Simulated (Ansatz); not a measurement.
# C2H6BS: the cost of one run

Program: Ansatz 0.2.0, Gaussian basis. Level of theory: the settings change from run to run. These are calculated values, not measurements.

**1. The geometry**

The geometry comes from an earlier relaxation with PBE0-D4 in a triple-zeta def2 set; it is a stationary point, not always the lowest conformer.

SMILES `CC[B]S`, 10 atoms, charge 0, spin multiplicity 2.

Atoms are counted from 1 here; the program's logs count them from 0.

Bond lengths: C1–C2 1.527 Å, C1–H5 1.093 Å, C1–H6 1.092 Å, C1–H7 1.092 Å, C2–B3 1.548 Å, C2–H8 1.101 Å, C2–H9 1.099 Å, B3–S4 1.745 Å, S4–H10 1.361 Å. Angles: C2–C1–H5 111.3°, C2–C1–H6 111.1°, C2–C1–H7 111.0°, H5–C1–H6 107.7°, H5–C1–H7 108.1°, H6–C1–H7 107.4°, C1–C2–B3 116.4°, C1–C2–H8 109.5°, C1–C2–H9 110.5°, B3–C2–H8 104.8°, B3–C2–H9 109.9°, H8–C2–H9 105.0°, C2–B3–S4 134.7°, B3–S4–H10 101.5°.

**2. wB97/aug-cc-pVDZ**

Options: density fitting with def2-universal-jkfit, high accuracy.

The input, in.yaml:

```yaml
crystal:
  periodic: [false, false, false]
  atoms:
    - {symbol: C, position_ang: [0.289607, 1.458148, -0.024901]}
    - {symbol: C, position_ang: [-0.274989, 0.056617, 0.198217]}
    - {symbol: B, position_ang: [0.728084, -1.116384, 0.085550]}
    - {symbol: S, position_ang: [0.588444, -2.821396, -0.260107]}
    - {symbol: H, position_ang: [-0.476357, 2.223283, 0.122006]}
    - {symbol: H, position_ang: [0.679560, 1.568269, -1.038984]}
    - {symbol: H, position_ang: [1.110921, 1.663384, 0.664292]}
    - {symbol: H, position_ang: [-0.681326, -0.018343, 1.218829]}
    - {symbol: H, position_ang: [-1.134714, -0.122114, -0.463369]}
    - {symbol: H, position_ang: [-0.746031, -2.942664, -0.498631]}
basis:
  gaussian: {orbitals: aug-cc-pVDZ, fitting: {mean_field: def2-universal-jkfit}}
magnetization: {spin_polarized: true, initial_magnetization: 1}
hamiltonian: {xc: {name: wB97}}
accuracy: high
```

On the command line:

```
$ ansatz run in.yaml --threads 4 --pin off --events-out ev --progress --plain --max-ram 10444MiB
```

What time and memory should one allow on 4 threads of AMD EPYC, shared host?

About 64 s, with a peak of 0.87 GiB.
